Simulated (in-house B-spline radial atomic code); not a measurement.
# W¹⁸⁺: excited configurations in jj coupling

Aim: the energies of several excited configurations of W¹⁸⁺ above a reference configuration, each from its own self-consistent run.

Method: Dirac-Hartree-Fock, average of configuration, Fermi nucleus, basis-set limit. Code: in-house B-spline radial atomic code version 1.

**1. The atom as given**

| Item | Value |
| --- | --- |
| element | tungsten (Z = 74) |
| charge | +18 |
| electrons | 56 |
| configuration | 1s2 2s2 2p6 3s2 3p6 3d10 4s2 4p6 4d10 4f-6 4f+4 |
| Hamiltonian | Dirac-Coulomb |
| nucleus | Fermi, rms radius 5.366 fm |

In configurations, a minus sign after the shell means j = l − 1/2 and a plus sign j = l + 1/2; the count of electrons follows.

Settings of the run:

```ini
Z = 74
electrons = 56.0
configuration = 1s2 2s2 2p6 3s2 3p6 3d10 4s2 4p6 4d10 4f-6 4f+4
hamiltonian = dirac
method = hf
spin_polarised = False
nucleus = fermi
rms_radius = 5.3658
mass_number = 184
atomic_mass = 183.95093318
speed_of_light = 137.035999084
```

This reference run was done before. Its total energy is -16036.409790 hartree, and its levels are (the highest eight at most):

```tsv
orbital	occupation	energy (eV)	<r> (bohr)
3d5/2	6	-2288.95	0.1839
4s1/2	2	-1046.36	0.4443
4p1/2	2	-944.13	0.4481
4p3/2	4	-868.12	0.4765
4d3/2	4	-700.40	0.4848
4d5/2	6	-679.03	0.4951
4f5/2	6	-467.77	0.5079
4f7/2	4	-462.54	0.5137
```

**2. Run with 1s2 2s2 2p6 3s2 3p6 3d10 4s2 4p6 4d10 4f-4 4f+5 7p-1**

Settings of the run:

```ini
Z = 74
electrons = 56.0
configuration = 1s2 2s2 2p6 3s2 3p6 3d10 4s2 4p6 4d10 4f-4 4f+5 7p-1
hamiltonian = dirac
method = hf
spin_polarised = False
nucleus = fermi
rms_radius = 5.3658
mass_number = 184
atomic_mass = 183.95093318
speed_of_light = 137.035999084
```

**3. Run with 1s2 2s2 2p6 3s2 3p6 3d10 4s2 4p6 4d10 4f-2 4f+8**

Changes to the settings of step 2:

```diff
@@ -2,3 +2,3 @@
 electrons = 56.0
-configuration = 1s2 2s2 2p6 3s2 3p6 3d10 4s2 4p6 4d10 4f-4 4f+5 7p-1
+configuration = 1s2 2s2 2p6 3s2 3p6 3d10 4s2 4p6 4d10 4f-2 4f+8
 hamiltonian = dirac
```

**4. 1s2 2s2 2p6 3s2 3p6 3d10 4s2 4p6 4d10 4f-5 4f+5**

Changes to the settings of step 3:

```diff
@@ -2,3 +2,3 @@
 electrons = 56.0
-configuration = 1s2 2s2 2p6 3s2 3p6 3d10 4s2 4p6 4d10 4f-2 4f+8
+configuration = 1s2 2s2 2p6 3s2 3p6 3d10 4s2 4p6 4d10 4f-5 4f+5
 hamiltonian = dirac
```

**Question.** How far above the reference does each configuration lie (order and size, in eV)?

As calculated:

| net move | configuration | energy above the reference (eV) | with Breit, QED, recoil (eV) | largest <r> (bohr) |
| --- | --- | --- | --- | --- |
| 4f5/2 → 4f7/2 | 1s2 2s2 2p6 3s2 3p6 3d10 4s2 4p6 4d10 4f-5 4f+5 | 4.388 | 4.246 | 0.513 |
| 4×4f5/2 → 4×4f7/2 | 1s2 2s2 2p6 3s2 3p6 3d10 4s2 4p6 4d10 4f-2 4f+8 | 9.220 | 8.837 | 0.512 |
| 2×4f5/2 → 4f7/2, 7p1/2 | 1s2 2s2 2p6 3s2 3p6 3d10 4s2 4p6 4d10 4f-4 4f+5 7p-1 | 307.63 | 307.60 | 2.39 |

**Reading.** The energies run from 4.388 eV (4f5/2 → 4f7/2) to 307.63 eV (2×4f5/2 → 4f7/2, 7p1/2). These are averages over configurations, without correlation, not spectroscopic levels.
